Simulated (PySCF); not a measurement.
# The bond of AlGe, level by level

An exercise on one series of results from a longer session: the logs are not shown, and one member is left open.

Computed with PySCF 2.14.0. Level: Al 6-311G(d,p), Ge 6-311G(d,p), no relativity.

Set-up of the first run:

The job is set up so:

```json
{
 "atoms": "Al, Ge",
 "charge": "0",
 "basis": "Al 6-311G(d,p), Ge 6-311G(d,p)",
 "Hamiltonian": "no relativity",
 "basis functions": "70",
 "electrons treated": "45",
 "masses in u": "26.9815, 73.9212",
 "levels": "PBE0, PBE, r²SCAN, revPBE, BLYP, r²SCANh, LC-ωPBE, HF, MP2, SCS-MP2, CCSD, CCSD(T)",
 "grid": "80 radial by 434 angular points",
 "occupations": "held fixed by the projection of orbital angular momentum",
 "dissociation limit": "Al + Ge, each in its ground configuration",
 "starting distance in angstrom": "2.355",
 "values of 2S to try": "1, 3"
}
```

Steps of the session up to this table: The job; First curve: PBE0; Other states along the same grid; PBE (GGA); r²SCAN; revPBE (GGA); BLYP; r²SCANh; LC-ωPBE; UHF (mean field); MP2 and coupled cluster.

One table of the session follows, with a row left open; its other results are not shown here.

Energy (eV) from each level's lowest point:

| R (Å) | UHF | UHF-MP2 | UHF-SCS-MP2 | UHF-CCSD | UHF-CCSD(T) |
| --- | --- | --- | --- | --- | --- |
| 2.128 | 0.804 | 0.639 | 0.651 | n/a | n/a |
| 2.228 | 0.400 | 0.277 | 0.286 | 0.318 | 0.310 |
| 2.326 | 0.161 | 0.083 | 0.088 | 0.106 | 0.101 |
| 2.401 | 0.061 | 0.017 | 0.019 | 0.028 | 0.025 |
| 2.475 | 0.011 | 0.000 | 0.000 | 0.000 | 0.000 |
| 2.549 | ? | ? | ? | ? | ? |
| 2.648 | 0.030 | 0.093 | 0.086 | 0.070 | 0.076 |
| 2.772 | 0.117 | 0.228 | 0.217 | 0.190 | 0.201 |
| 2.921 | 0.263 | 0.431 | 0.411 | 0.375 | 0.390 |
| 3.119 | 0.486 | 0.731 | 0.693 | n/a | n/a |

Estimate the missing values for R (Å) = 2.549.

Worked estimate for «UHF». A straight line through the neighbours (2.475, 0.011) and (2.648, 0.030) gives 0.011 + (0.030 − 0.011) × (2.549 − 2.475) / (2.648 − 2.475) = 0.019; a parabola fitted to 4 rows on both sides gives 0.003.

**Answer.** UHF: 0.000; UHF-MP2: 0.021; UHF-SCS-MP2: 0.019; UHF-CCSD: 0.011; UHF-CCSD(T): 0.014. In «UHF» the line misses by +0.019 and the parabola by +0.003.

State 4 has its PBE0 minimum 1.05 eV higher. The other levels ran on the lowest alone.
